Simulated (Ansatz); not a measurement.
# C3H4BF: small, medium and large basis sets

Aim: see how fast density functionals converge with the basis set for C3H4BF.

Method: one geometry, several basis sets; program: Ansatz 0.2.0, Gaussian basis.

Plan: PBE0-D4/def2-SVP; ωB97M-V/def2-SVP; PBE0-D4/def2-QZVPP; ωB97M-V/def2-QZVPP; the functionals' def2-TZVPP values are taken from earlier runs.

### Step 1. Structure used throughout

The geometry comes from an earlier relaxation with PBE0-D4 in a triple-zeta def2 set; it is a stationary point, not always the lowest conformer.

SMILES `BC1=CC1F`, 9 atoms, charge 0, spin multiplicity 1.

Atoms are counted from 1 here; the program's logs count them from 0.

Bond lengths: B1–C2 1.499 Å, B1–H6 1.195 Å, B1–H7 1.194 Å, C2–C3 1.310 Å, C2–C4 1.516 Å, C3–C4 1.428 Å, C3–H8 1.078 Å, C4–F5 1.377 Å, C4–H9 1.086 Å. Angles: C2–B1–H6 120.3°, C2–B1–H7 119.3°, H6–B1–H7 120.4°, B1–C2–C3 163.2°, B1–C2–C4 136.5°, C3–C2–C4 60.2°, C2–C3–C4 67.1°, C2–C3–H8 144.9°, C4–C3–H8 146.8°, C2–C4–C3 52.7°, C2–C4–F5 118.5°, C2–C4–H9 121.0°, C3–C4–F5 119.4°, C3–C4–H9 126.0°, F5–C4–H9 109.0°.

### Step 2. PBE0-D4 in def2-SVP

in.yaml

```yaml
crystal:
  periodic: [false, false, false]
  atoms:
    - {symbol: B, position_ang: [-0.487908, 1.180134, -1.057056]}
    - {symbol: C, position_ang: [-0.291296, -0.033190, -0.199630]}
    - {symbol: C, position_ang: [-0.374056, -1.239195, 0.304649]}
    - {symbol: C, position_ang: [0.624628, -0.439375, 0.938156]}
    - {symbol: F, position_ang: [1.953649, -0.672694, 0.661931]}
    - {symbol: H, position_ang: [-1.452026, 1.870598, -0.911909]}
    - {symbol: H, position_ang: [0.360637, 1.485631, -1.838881]}
    - {symbol: H, position_ang: [-0.788128, -2.224977, 0.169772]}
    - {symbol: H, position_ang: [0.543202, 0.026767, 1.915768]}
basis:
  gaussian: {orbitals: def2-SVP}
hamiltonian: {xc: pbe0, dispersion: d4}
output: {orbitals: {seedname: orbitals}}
```

Launch:

```console
ansatz run in.yaml --threads 2 --pin off --events-out ev --progress --plain --max-ram 4352MiB
```

Standard output:

```text
Functional definition: PBE0
  name "PBE0"
  cite "Adamo & Barone, J. Chem. Phys. 110, 6158 (1999) doi:10.1063/1.478522"
  cite "Perdew, Burke & Ernzerhof, Phys. Rev. Lett. 77, 3865 (1996) doi:10.1103/PhysRevLett.77.3865"
  parent pbe
  parameter a = 0.25
  parameter kappa = 0.804
  parameter beta = 0.06672455060314922
  exchange = (1 - a)*pbe_x(kappa = kappa, mu = beta*pi^2/3) + a*exact_x
  correlation = pbe_c(beta = beta)
1008 factors; their error is unknown
mean field evaluation 1: about -6550.8769 eV, gradient 3.5e1 eV
mean field evaluation 2: about -6551.1134 eV, gradient 3.4e1 eV
mean field evaluation 4: about -6553.9730 eV, gradient 1.7e0 eV
mean field evaluation 8: about -6553.9781 eV, gradient 6.0e-2 eV
mean field evaluation 16: about -6553.9689 eV, gradient 3.1e-5 eV
mean field -6553.96890239 eV, -240.8539147232 hartree, gradient 3.1e-5 eV, S^2 0.000000; 0 other end points of the search recorded, 0 dependent functions left out
reference -6553.96892638 eV, -240.8539156048 hartree; 18, 18 occupied and 72, 72 virtual orbitals, 1008 factors
Total energy: -6554.09314530 eV, -240.8584805659 hartree
```

Run time: 1.1 s. Hardware: 2 threads of Arm Neoverse V1, shared host.

### Step 3. ωB97M-V in def2-SVP

in.yaml: that of step 2 with these lines changed.

```diff
@@ -14,3 +14,3 @@
   gaussian: {orbitals: def2-SVP}
-hamiltonian: {xc: pbe0, dispersion: d4}
+hamiltonian: {xc: {name: wB97M-V}}
 output: {orbitals: {seedname: orbitals}}
```

Same command.

Standard output, cut to the lines that bear on the results:

```text
Functional definition: wB97M-V
  name "wB97M-V"
  cite "Mardirossian & Head-Gordon, J. Chem. Phys. 144, 214110 (2016) doi:10.1063/1.4952647"
  cite "Becke, J. Chem. Phys. 107, 8554 (1997) doi:10.1063/1.475007"
  cite "Vydrov & Van Voorhis, J. Chem. Phys. 133, 244103 (2010) doi:10.1063/1.3521275"
  # Of w^i u^j: cxij and so on, Table III.
[...]
  gx(w, u) = 1 - cx + cx01*u + cx10*w
  gss(w, u) = css00 + css04*u^4 + css10*w + css20*w^2 + css43*w^4*u^3
  gos(w, u) = cos00 + cos10*w + (cos20 + cos21*u)*w^2 + (cos60 + cos61*u)*w^6
[...]
      + integral(e_c_pw_mod_opposite_spin*gos(b97_w_opposite, b97_u_opposite)) + vv10(b, c)
1008 factors; their error is unknown
238 factors; integrals over basis functions are off by at most 1.2e-5 eV
[...]
mean field -6558.72464107 eV, -241.0286848962 hartree, gradient 5.2e-5 eV, S^2 0.000000; 0 other end points of the search recorded, 0 dependent functions left out
reference -6558.72467910 eV, -241.0286862936 hartree; 18, 18 occupied and 72, 72 virtual orbitals, 1008 factors
Total energy: -6558.72467910 eV, -241.0286862936 hartree
```

Wall time 4.7 s (2 threads of Arm Neoverse V1, shared host).

### Step 4. PBE0-D4 in def2-QZVPP

in.yaml: that of step 3 with these lines changed.

```diff
@@ -13,4 +13,4 @@
 basis:
-  gaussian: {orbitals: def2-SVP}
-hamiltonian: {xc: {name: wB97M-V}}
+  gaussian: {orbitals: "def2-QZVPP.json"}
+hamiltonian: {xc: pbe0, dispersion: d4}
 output: {orbitals: {seedname: orbitals}}
```

The command is unchanged.

Standard output:

```text
Functional definition: PBE0
  name "PBE0"
  cite "Adamo & Barone, J. Chem. Phys. 110, 6158 (1999) doi:10.1063/1.478522"
  cite "Perdew, Burke & Ernzerhof, Phys. Rev. Lett. 77, 3865 (1996) doi:10.1103/PhysRevLett.77.3865"
  parent pbe
  parameter a = 0.25
  parameter kappa = 0.804
  parameter beta = 0.06672455060314922
  exchange = (1 - a)*pbe_x(kappa = kappa, mu = beta*pi^2/3) + a*exact_x
  correlation = pbe_c(beta = beta)
1145 factors; their error is unknown
mean field evaluation 1: about -6556.2693 eV, gradient 5.0e1 eV
mean field evaluation 2: about -6554.9066 eV, gradient 5.3e1 eV
mean field evaluation 4: about -6561.8270 eV, gradient 3.1e0 eV
mean field evaluation 8: about -6561.8421 eV, gradient 1.0e-1 eV
mean field evaluation 16: about -6561.8427 eV, gradient 1.3e-4 eV
mean field -6561.84266661 eV, -241.1432702213 hartree, gradient 3.4e-5 eV, S^2 0.000000; 0 other end points of the search recorded, 0 dependent functions left out
reference -6561.84270401 eV, -241.1432715957 hartree; 18, 18 occupied and 387, 387 virtual orbitals, 1145 factors
Total energy: -6561.96692293 eV, -241.1478365569 hartree
```

Run time: 7.5 s. Hardware: 2 threads of Arm Neoverse V1, shared host; peak memory 1 GiB.

### Step 5. ωB97M-V in def2-QZVPP

in.yaml: that of step 4 with these lines changed.

```diff
@@ -14,3 +14,3 @@
   gaussian: {orbitals: "def2-QZVPP.json"}
-hamiltonian: {xc: pbe0, dispersion: d4}
+hamiltonian: {xc: {name: wB97M-V}}
 output: {orbitals: {seedname: orbitals}}
```

The command is unchanged.

Standard output, cut to the lines that bear on the results:

```text
Functional definition: wB97M-V
  name "wB97M-V"
  cite "Mardirossian & Head-Gordon, J. Chem. Phys. 144, 214110 (2016) doi:10.1063/1.4952647"
  cite "Becke, J. Chem. Phys. 107, 8554 (1997) doi:10.1063/1.475007"
  cite "Vydrov & Van Voorhis, J. Chem. Phys. 133, 244103 (2010) doi:10.1063/1.3521275"
  # Of w^i u^j: cxij and so on, Table III.
[...]
  gx(w, u) = 1 - cx + cx01*u + cx10*w
  gss(w, u) = css00 + css04*u^4 + css10*w + css20*w^2 + css43*w^4*u^3
  gos(w, u) = cos00 + cos10*w + (cos20 + cos21*u)*w^2 + (cos60 + cos61*u)*w^6
[...]
      + integral(e_c_pw_mod_opposite_spin*gos(b97_w_opposite, b97_u_opposite)) + vv10(b, c)
1145 factors; their error is unknown
310 factors; integrals over basis functions are off by at most 9.2e-6 eV
[...]
mean field -6566.86550716 eV, -241.3278562070 hartree, gradient 5.9e-5 eV, S^2 0.000000; 0 other end points of the search recorded, 0 dependent functions left out
reference -6566.86556866 eV, -241.3278584669 hartree; 18, 18 occupied and 387, 387 virtual orbitals, 1145 factors
Total energy: -6566.86556866 eV, -241.3278584669 hartree
```

Run time: 20 s. Hardware: 2 threads of Arm Neoverse V1, shared host; peak memory 1.2 GiB.

### Step 6. Density functionals: the series

The def2-TZVPP values come from earlier runs at the same geometry.

```tsv
functional	basis	functions	energy (eV)	from the largest (eV)	HOMO (eV)	LUMO (eV)
PBE0-D4	def2-SVP	90	-6554.0931	7.874	-8.20	-1.89
PBE0-D4	def2-TZVPP	211	-6561.6099	0.357	-8.25	-1.97
PBE0-D4	def2-QZVPP	405	-6561.9669	0.000	-8.27	-1.99
ωB97M-V	def2-SVP	90	-6558.7247	8.141	-10.37	0.16
ωB97M-V	def2-TZVPP	211	-6566.5335	0.332	-10.44	-0.04
ωB97M-V	def2-QZVPP	405	-6566.8656	0.000	-10.46	-0.12
```

### Step 7. Outcome

| quantity | value |
| --- | --- |
| PBE0-D4: double and triple zeta above quadruple | 7.87, 0.36 eV |
| ωB97M-V: double and triple zeta above quadruple | 8.14, 0.33 eV |

What this shows: For PBE0-D4 the step from double to triple zeta gains 7.52 eV and the next only 0.36 eV. Total energies overstate the basis error of differences, where much of it tends to cancel.

For PBE0-D4 the largest set took about 7 times as long as the smallest (7.5 s against 1.1 s).
